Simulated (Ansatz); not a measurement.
# Mo3Ru: the cost of one run

Computed with Ansatz 0.2.0 (DFT PBE, scalar-relativistic, plane waves, PAW, unless a step's input says otherwise).

3 further runs of the same task are left out: 1 for a known fault of the program, 1 that didn't finish, 1 set aside as unsound or not needed.

**1. The system as given**

The structure is cubic, space group Fm-3m (No. 225). The conventional cell has a = 6.265 Å, b = 6.265 Å, c = 6.265 Å, α = 90.00°, β = 90.00°, γ = 90.00°. Around Mo (site symmetry -43m) lie 4 Ru at 2.71 Å and 4 Mo at 2.71 Å. Mo (site symmetry m-3m) is surrounded by 8 Mo at 2.71 Å. Ru (site symmetry m-3m) is surrounded by 8 Mo at 2.71 Å.

Structure file:

```
Mo Ru
1.0
     0.00000    3.13267    3.13267
     3.13267    0.00000    3.13267
     3.13267    3.13267    0.00000
Mo Ru
3 1
Direct
  0.75000 0.75000 0.75000
  0.25000 0.25000 0.25000
  0.00000 0.00000 0.00000
  0.50000 0.50000 0.50000
```

It is the end of an earlier relaxation with the same method, from a generated guess; it needn't be the stable form of this composition. At a tolerance of 0.05 Å it has space group Fm-3m (No. 225); it has 15.37 Å³/atom, an uncorrected energy of +0.17 eV/atom over the elements.

**2. Static run: bands, density of states and charges**

The input, input.yaml:

```yaml
crystal:
  lattice:
    - [0.0, 3.1326745261, 3.1326745261]
    - [3.1326745261, 0.0, 3.1326745261]
    - [3.1326745261, 3.1326745261, 0.0]
  atoms:
    - { symbol: Mo, position: [0.75, 0.75, 0.75] }
    - { symbol: Mo, position: [0.25, 0.25, 0.25] }
    - { symbol: Mo, position: [0.0, 0.0, 0.0] }
    - { symbol: Ru, position: [0.5, 0.5, 0.5] }
basis:
  ecutwfc: 420
kpoints:
  mp_grid: { grid: [12, 12, 12] }
  band_path:
    path:
      - [[0.0, 0.0, 0.0], [0.5, 0.0, 0.5], [0.625, 0.25, 0.625]]
      - [[0.375, 0.375, 0.75], [0.0, 0.0, 0.0], [0.5, 0.5, 0.5], [0.5, 0.25, 0.75], [0.5, 0.0, 0.5]]
    npoints: 14
hamiltonian:
  xc: pbe
scf:
  occupations: { method: gaussian, width: 0.1 }
  n_extra_bands: 10
output:
  forces: true
  stress: true
  eigenvalues: true
  populations: true
  dos: { projected: true, de: 0.02, nscf_kmesh: { grid: [15, 15, 15] } }
  bader: true
  write_density: true
  write_potential: true
  elf: true
  volumetric_format: npy
```

Run with:

```sh
$ ansatz run input.yaml --threads 1 --pin off --max-ram 2560MiB --backend cpu --events-out ev --progress --plain --runs-dir out
```

What time and memory should one allow on 1 thread of Intel Xeon at 2.50GHz (Skylake/Cascade Lake), shared host?

About 97 s, with a peak of 0.48 GiB.
